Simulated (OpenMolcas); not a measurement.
**Nb²⁺ among point charges: CASSCF and CASPT2 levels and susceptibility**

Aim: the splitting of the states of Nb²⁺ in the field of 3 point charges, its lowest levels with spin-orbit coupling and its magnetic susceptibility.

Method: state-averaged CASSCF and CASPT2, spin-orbit coupling by RASSI with atomic mean-field integrals. Code: OpenMolcas 26.06.

### Step 1. Starting point

```
Species                           : Nb²⁺ (niobium, Z = 41, 39 electrons)
Basis                             : ANO-RCC-VTZP [7s6p4d2f1g], 68 functions
Scalar Hamiltonian                : DKH2, point nucleus
Inactive shells                   : 1s 2s 2p 3s 3p 3d 4s 4p
Active space                      : 3 electrons in 5 orbitals (4d)
Some configurations of this space : 4d³
Orbitals                          : optimised for each spin and parity, averaged over all roots
```

The outer shells:

4d3
```
4d [↑ ][↑ ][↑ ][  ][  ]
```

The ion sits among 3 point charges of -0.65 e arranged as a planar triangle (D3h), 1.98 Å from the ion.

Each step is its own input file, run in one work folder so that later steps find the files of earlier ones. Labels, J, g values, rates, χT and fits are worked out afterwards by a script from the matrices that RASSI stores.

### Step 2. Basis and integrals

The input, a.inp:

```
&GATEWAY
Coord
1

Nb 0.0 0.0 0.0
Basis=ANO-RCC-VTZP
Group=NoSym
NoMove
AngMom=0.0 0.0 0.0
AMFI
XField
3 Angstrom 0
1.980000 0.000000 0.000000 -0.650000
-0.990000 1.714730 0.000000 -0.650000
-0.990000 -1.714730 0.000000 -0.650000
&SEWARD
```

### Step 3. CASSCF: quartets, 10 roots

The input, a.inp:

```
&RASSCF
FileOrb=start.orb
Symmetry=1
Spin=4
nActEl=3 0 0
Inactive=18
Ras2=5
CIRoot=10 10 1
SDav=10
CIMx=300
Iter=120 100
PrWF=0.3
OrbListing=Nothing
MaxOrb=0
>>> COPY $Project.JobIph JOB001
```

start.orb holds the contracted functions of the basis, ordered by shell, or the orbitals of the step before.

### Step 4. Reference wave functions, doublets, 40 roots

The input, a.inp:

```
&RASSCF
FileOrb=start.orb
Symmetry=1
Spin=2
nActEl=3 0 0
Inactive=18
Ras2=5
CIRoot=40 40 1
SDav=40
CIMx=300
Iter=120 100
PrWF=0.3
OrbListing=Nothing
MaxOrb=0
>>> COPY $Project.JobIph JOB002
```

### Step 5. RASSI: spin-orbit coupling between the states

The input, a.inp:

```
&RASSI
NrOfJobIphs=2 10 40
1 2 3 4 5 6 7 8 9 10
1 2 3 4 5 6 7 8 9 10 11 12 13 14 15 16 17 18 19 20 21 22 23 24 25 26 27
28 29 30 31 32 33 34 35 36 37 38 39 40
IphNames
JOB001
JOB002
EJob
SpinOrbit
DIPRint=1.0
SOCoupling=1000.0
Subsets=2
Property=9
'ANGMOM' 1 'ANGMOM' 2 'ANGMOM' 3 'MLTPL  1' 1 'MLTPL  1' 2 'MLTPL  1' 3
'AMFI' 1 'AMFI' 2 'AMFI' 3
SOProperty=3
'ANGMOM' 1 'ANGMOM' 2 'ANGMOM' 3
```

### Step 6. CASPT2: IPEA 0.25, imaginary shift 0.1 (closed shells correlated: 4s 4p)

The input, a.inp:

```
>>> COPY JOB001 $Project.JobIph
&CASPT2
Multistate=10 1 2 3 4 5 6 7 8 9 10
NoMult
Frozen=14
IPEA=0.25
Imaginary=0.1
MaxIter=60
WThr=0.0 0.3 0.05
PrWF=0.5
NoMix
>>> COPY JOB002 $Project.JobIph
&CASPT2
Multistate=40 1 2 3 4 5 6 7 8 9 10 11 12 13 14 15 16 17 18 19 20 21 22
23 24 25 26 27 28 29 30 31 32 33 34 35 36 37 38 39 40
NoMult
Frozen=14
IPEA=0.25
Imaginary=0.1
MaxIter=60
WThr=0.0 0.3 0.05
PrWF=0.5
NoMix
```

(Steps that only read results are left out.)

**Question.** What will these runs give? Wanted: spin-free ground state; first state of the same spin within the active space; lowest level; next level.

As calculated:

```
                                            quantity                                                                        value
                                              method  SS-CASPT2, IPEA 0.25, imaginary shift 0.1 (closed shells correlated: 4s 4p)
                              spin-free ground state                                              4A2, 1-fold in its orbital part
first state of the same spin within the active space                                                             4A1 at 1250 cm⁻¹
                                        lowest level                                            2-fold E1/2, g = 1.98, 3.11, 3.11
                                          next level                                                                    52.3 cm⁻¹
                                         χT at 300 K                                                               1.41 cm³ K/mol
                           effective moment at 300 K                                                                      3.36 μB
```

Cost by method:

```tsv
method	time of its own steps	time with the reference
A. CASSCF	19 s	19 s
B. SS-CASPT2, IPEA 0.25, imaginary shift 0.1, +4s 4p	18 s	37 s
```

Times are of one thread on a shared host.

The spin-free ground state (4A2) comes to 58 % from free-ion F terms and keeps the highest spin of the shell. χT at 300 K is 1.41, against 1.88 cm³ K/mol for the spin alone, so spin-orbit coupling lowers it. CASPT2 does not keep the components of a term degenerate, and the means are used. The field of point charges can differ much from that of real complexes. Point charges carry no covalency, so the field is a model and not that of real ligands.
